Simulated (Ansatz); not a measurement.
# C6H4CaFO: the cost of one run

Program: Ansatz 0.2.0. Level of theory: the levels named in each step. These are calculated values, not measurements.

## (1) Starting point

Bond lengths: F1–C2 1.360 Å, C2–C3 1.383 Å, C3–C4 1.380 Å, C4–C5 1.407 Å, C5–O6 1.311 Å, C5–Ca7 3.024 Å, O6–Ca7 1.925 Å, C5–C8 1.405 Å, C2–C9 1.382 Å, C8–C9 1.379 Å, C3–H10 1.079 Å, C4–H11 1.097 Å, C8–H12 1.081 Å, C9–H13 1.079 Å. Angles (14 of 23 angles, heavy atoms first): F1–C2–C3 119.1°, F1–C2–C9 119.4°, C3–C2–C9 121.5°, C2–C3–C4 119.0°, C3–C4–C5 121.4°, C4–C5–O6 121.2°, C4–C5–Ca7 96.3°, C4–C5–C8 117.6°, O6–C5–Ca7 25.5°, O6–C5–C8 121.3°, Ca7–C5–C8 145.7°, C5–O6–Ca7 137.4°, C5–Ca7–O6 17.1°, C5–C8–C9 121.3°.

As a file:

```xyz
13

F    -3.7341    0.5628   -0.3319
C    -2.4211    0.2434   -0.1830
C    -1.4819    1.2577   -0.1391
C    -0.1501    0.9299    0.0139
C     0.2673   -0.4094    0.1281
O     1.5331   -0.7151    0.2805
Ca    3.2354    0.1667    0.1042
C    -0.7217   -1.4055    0.0730
C    -2.0547   -1.0855   -0.0784
H    -1.7996    2.2858   -0.2244
H     0.6161    1.7142    0.0559
H    -0.4104   -2.4372    0.1590
H    -2.8102   -1.8551   -0.1170
```

## (2) A rough first relaxation, PBE-D4/def2-SVP

This run stands in another session on the same molecule. It ended at:

```xyz
13

F    -3.8290    0.4231   -0.2666
C    -2.4970    0.2145   -0.1593
C    -1.6271    1.3109   -0.1377
C    -0.2477    1.0922   -0.0265
C     0.2786   -0.2203    0.0642
O     1.5970   -0.4268    0.1699
Ca    3.5695   -0.7423    0.3267
C    -0.6290   -1.3082    0.0395
C    -2.0093   -1.0946   -0.0714
H    -2.0417    2.3273   -0.2085
H     0.4508    1.9424   -0.0083
H    -0.2281   -2.3305    0.1094
H    -2.7189   -1.9348   -0.0907
```

## (3) Relaxation, HF/STO-3G

The input, input.yaml:

```yaml
crystal:
  periodic: [false, false, false]
  atoms:
    - { symbol: F, position_ang: [-3.8290034, 0.42312749, -0.26660175] }
    - { symbol: C, position_ang: [-2.49697043, 0.21448025, -0.15925342] }
    - { symbol: C, position_ang: [-1.62710212, 1.31094328, -0.13771945] }
    - { symbol: C, position_ang: [-0.24774844, 1.09220205, -0.02651354] }
    - { symbol: C, position_ang: [0.2786074, -0.22033473, 0.06421309] }
    - { symbol: O, position_ang: [1.59704781, -0.42679205, 0.16990359] }
    - { symbol: Ca, position_ang: [3.56950546, -0.74232204, 0.32666136] }
    - { symbol: C, position_ang: [-0.62904595, -1.30818044, 0.03950478] }
    - { symbol: C, position_ang: [-2.00926045, -1.09464712, -0.07138952] }
    - { symbol: H, position_ang: [-2.04169145, 2.32729095, -0.20852083] }
    - { symbol: H, position_ang: [0.45077466, 1.94235062, -0.00831094] }
    - { symbol: H, position_ang: [-0.22805721, -2.33054114, 0.10944594] }
    - { symbol: H, position_ang: [-2.71893589, -1.93480711, -0.09071932] }
magnetization:
  spin_polarized: true
  initial_magnetization: 1
basis:
  gaussian: { orbitals: STO-3G }
hamiltonian:
  xc: hf
relax:
  f_tol: 0.004
  max_steps: 150
```

On the command line:

```bash
$ ansatz run input.yaml --threads 4 --pin off --max-ram 10240MiB --backend cpu --events-out ev --progress --plain --runs-dir out
```

**Question.** How long does this run take on 4 threads of Arm Neoverse V2, shared host, and how much memory does it need?

About 11 s, with a peak of 0.23 GiB.
